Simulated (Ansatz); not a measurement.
GaIr, space group Pm-3m, a displacement scan with seeded SCF runs

With Ansatz 0.2.0 through its Python package.

Contents of `gair.extxyz`:
```text
2
Lattice="3.004 0.0 0.0 0.0 3.004 0.0 0.0 0.0 3.004" Properties=species:S:1:pos:R:3 pbc="T T T"
Ga    0.00000000    0.00000000    0.00000000
Ir    1.50200000    1.50200000    1.50200000
```

Typed at the interpreter:
```pycon
>>> import warnings
>>> import ansatz
>>> import numpy as np
>>> warnings.simplefilter("ignore", ansatz.DeckWarning)
>>> gair = ansatz.Crystal.from_extxyz("gair.extxyz")
>>> len(gair.resolved().sites)
2
>>> start = np.array(gair.resolved().sites[1].position)
>>> previous, rows = None, []
>>> for step in range(6):
...     target = start + step * 0.005 * np.eye(3)[2]
...     calc = gair.move(1, to=target).calculation()
...     calc = calc.basis(380).occupations("Methfessel-Paxton")
...     calc = calc.kpoints(4, 4, 4, center="gamma")
...     calc = calc.scf(tolerance=1e-08, self_checks="high")
...     calc = calc.mixing("anderson", ndim=12, beta=0.4).accuracy("low")
...     calc = calc.functional("r2SCAN").forces()
...     session = calc.session()
...     if previous is not None:
...         session.seed_next_step(previous)
...     previous = session.plan(retain="wavefunctions").execute()
...     report = previous.report
...     rows.append((step, report["lagrangian_ev"], float(np.linalg.norm(report["forces_ev_ang"][1])), report["n_iterations"], report["n_symmetry_ops"]))
...
True
True
True
True
True
>>> rows = [(row[0], 1000 * (row[1] - rows[0][1]), *row[2:]) for row in rows]
>>> lines = [",".join(["step", "dE meV", "force on it eV/A", "iterations", "operations"])] + [",".join(f"{v:.4f}" if isinstance(v, float) else str(v) for v in row) for row in rows]
>>> print("\n".join(lines))
step,dE meV,force on it eV/A,iterations,operations
0,0.0000,0.0000,8,48
1,0.7670,0.1022,7,8
2,3.0682,0.2044,7,8
3,6.9042,0.3066,7,8
4,12.2762,0.4089,7,8
5,19.1858,0.5113,7,8
>>> with open("walk.csv", "w") as handle:
...     handle.write("\n".join(lines) + "\n")
...
174
```

Notes:
- The settings weren't tested for convergence.
- The cutoff lies under the one recommended for these potentials.
- For a metal this mesh is far too coarse, so the numbers only illustrate the procedure.
- Spin-orbit coupling, which matters for elements this heavy, is left out.
- The structure is a deposited one; some such entries were measured under pressure or heat, so a shift against it needn't be the functional's error alone.
- The first step keeps the crystal's symmetry; the moved atom lowers it.
- The script silences the warnings on its input, which a real study should read.
- Processor time in the engine: 7.7 s on 1 thread of Arm Neoverse V2 (shared host), peak memory 0.37 GiB.

(Lines on the test bed's own set-up are left out of the output.)
